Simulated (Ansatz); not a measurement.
# ZnS: the cost of one run

Method: DFT PBE, scalar-relativistic, plane waves, PAW, in Ansatz 0.2.0.

1 further run of the same task is left out (set aside as unsound or not needed).

## Step 1: The starting structure

Symmetry: P6_3mc, No. 186, hexagonal system. Conventional cell: a = 3.847 Å, b = 3.847 Å, c = 12.590 Å, α = 90.00°, β = 90.00°, γ = 120.00°. Zn (site symmetry 3m) has 4 S at 2.36 Å as nearest neighbours. Around S (site symmetry 3m) lie 4 Zn at 2.36 Å.

Structure file:

```xyz
8
Lattice="3.8467 0.0000 0.0000 -1.9234 3.3314 0.0000 0.0000 0.0000 12.5902" Properties=species:S:1:pos:R:3 pbc="T T T"
Zn    0.0000    0.0000    0.0006
Zn    0.0000    0.0000    6.2957
Zn    0.0000    2.2209    3.1479
Zn    1.9234    1.1105    9.4430
S     0.0000    0.0000    2.3580
S     0.0000    0.0000    8.6531
S     0.0000    2.2209    5.5099
S     1.9234    1.1105   11.8050
```

This cell was relaxed beforehand with the same method: volume 20.17 Å³/atom, gap on the mesh 2.05 eV.

## Step 2: Zero of energy

Reference values: F = -16890.9267 eV; pressure 0.02 GPa; largest force 0.004 eV/Å; gap on the mesh 2.05 eV. It was computed beforehand with the settings of the runs below.

## Step 3: Harmonic modes of this cell

input.yaml

```yaml
crystal:
  lattice:
    - [3.8467234434, 0.0, 0.0]
    - [-1.9233617217, 3.3313602233, 0.0]
    - [0.0, 0.0, 12.5902250239]
  atoms:
    - { symbol: Zn, position: [0.0, 0.0, 5.03469e-05] }
    - { symbol: Zn, position: [0.0, 0.0, 0.5000503469] }
    - { symbol: Zn, position: [0.3333333333, 0.6666666667, 0.2500245137] }
    - { symbol: Zn, position: [0.6666666667, 0.3333333333, 0.7500245137] }
    - { symbol: S, position: [0.0, 0.0, 0.1872896978] }
    - { symbol: S, position: [0.0, 0.0, 0.6872896978] }
    - { symbol: S, position: [0.3333333333, 0.6666666667, 0.4376354415] }
    - { symbol: S, position: [0.6666666667, 0.3333333333, 0.9376354415] }
basis:
  ecutwfc: 420
kpoints:
  mp_grid: { grid: [12, 12, 2] }
hamiltonian:
  xc: pbe
scf:
  occupations: { method: gaussian, width: 0.05 }
output:
  eigenvalues: true
phonons:
  method: fd
  supercell: [1, 1, 1]
  amplitude: 0.02
  eigenvectors: true
  dielectric: false
```

Command:

```console
> ansatz run input.yaml --threads 2 --pin off --max-ram 5120MiB --backend cpu --events-out ev --progress --plain --runs-dir out
```

**Question.** How long does this run take on 2 threads of Intel Xeon at 2.50GHz (Skylake/Cascade Lake), shared host, and how much memory does it need?

About 7.2 min, with a peak of 0.81 GiB.
